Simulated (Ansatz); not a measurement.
SnTe, space group Fm-3m, a convergence test of the plane-wave cutoff

Program: Ansatz 0.2.0 through its Python package.

At the Python prompt:
```pycon
>>> import warnings
>>> import ansatz as az
>>> from pymatgen.core import Lattice, Structure
>>> from pymatgen.io.ase import AseAtomsAdaptor
>>> FUNCTIONAL = "pbe"
>>> KGRID = (5, 5, 5)
>>> OCCUPATIONS = "fixed"
>>> EXTRA_BANDS = 8
>>> warnings.simplefilter("ignore", az.DeckWarning)
>>> pmg_structure = Structure(
...     Lattice([(0.0, 3.15085, 3.15085), (3.15085, 0.0, 3.15085), (3.15085, 3.15085, 0.0)]),
...     ["Sn", "Te"],
...     [
...         (0.0, 0.0, 0.0),
...         (0.5, 0.5, 0.5),
...     ],
... )
>>> xtal = az.Crystal.from_ase(AseAtomsAdaptor.get_atoms(pmg_structure))
>>> xtal.resolved().tree()["lattice"]
((0.0, 3.15085, 3.15085), (3.15085, 0.0, 3.15085), (3.15085, 3.15085, 0.0))
>>> model = (
...     xtal.calculation()
...     .functional(FUNCTIONAL)
...     .kpoints(*KGRID)
...     .occupations(OCCUPATIONS)
...     .scf(extra_bands=EXTRA_BANDS)
... )
>>> rows = []
>>> for value in [250, 300, 350, 400]:
...     report = model.basis(value).run(threads=1).report
...     rows.append((value, report["free_energy_ev"] / len(report["lattice"]["sites"]), report["n_iterations"], report["n_pw"]))
...
>>> print(" cutoff (eV)   F/atom (eV)    iterations   plane waves")
 cutoff (eV)   F/atom (eV)    iterations   plane waves
>>> for row in rows:
...     print(f"{str(row[0]):>12s}  {row[1]:12.5f}  {row[2]:12d}  {row[3]:12d}")
...
         250   -6501.68274             7           537
         300   -6502.32017             6           725
         350   -6502.36206             6           941
         400   -6502.36407             6          1139
>>> for row in rows[:-1]:
...     shift = 1000 * (row[1] - rows[-1][1])
...     print(f"{row[0]}: {shift:+.2f} meV/atom" + ("  (within 5 meV)" if abs(shift) < 5 else ""))
...
250: +681.33 meV/atom
300: +43.90 meV/atom
350: +2.01 meV/atom  (within 5 meV)
```

What to keep in mind:
- Of the deposited cell: the entry's cell lengths or inner coordinates differ somewhat from later room-temperature determinations.
- The starting cell is as deposited in a crystallographic database; the results hold for this polymorph, which needn't be the stable one.
- Shifts are counted from the last row, which is itself no proven limit.
- The script silences the warnings on its input, which a real study should read.
- It ran for 2.9 s on 1 thread of Arm Neoverse V2, on a shared host, peak memory 0.41 GiB.
